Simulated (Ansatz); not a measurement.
NaLa under changes of volume

One of the cells (39.433 Å³/atom); the others are scaled copies at fixed shape and fractional positions:

```
La Na
1.0
     3.69996    0.00000    0.00000
    -1.84998    3.20426    0.00000
     0.00000    0.00000    6.65227
La Na
1 1
Direct
  0.33333 0.66667 0.50000
  0.00000 0.00000 0.00000
```

The cell comes from a database or a generator and needn't be the stable form of this composition.

- Program: Ansatz 0.2.0
- Functional: LDA
- Potentials or basis: all-electron LAPW, scalar-relativistic
- Cutoff: 121 eV (chosen from the basis error)
- Basis error allowed: 0.001 eV/atom
- k mesh: 9 × 9 × 4
- Occupations: gaussian, width 0.05 eV
- Spin: no spin polarisation

| volume (Å³/atom) | energy over the lowest point (meV/atom) | pressure (GPa) |
| --- | --- | --- |
| 37.067 | 0.00 | -2.3 |
| 37.856 | 11.60 | -2.5 |
| 38.645 | 24.41 | -2.7 |
| 39.433 | 38.33 | -2.9 |
| 40.222 | 53.23 | -3.1 |
| 41.011 | ? | ? |
| 41.799 | 85.51 | -3.4 |

**Question.** What does the run at 41.011 Å³/atom give?

**Answer.** Energy over the lowest point 68.98 meV/atom; pressure -3.3 GPa.

Worked out: A Birch-Murnaghan fit of order 3 (a polynomial in V^(-2/3)) to the other rows has no minimum within the range. It gives 69.00 meV/atom at 41.011 Å³/atom, against the run's 68.98, and -dE/dV = -3.3 GPa, against -3.3.

Energies are extrapolated to zero smearing.
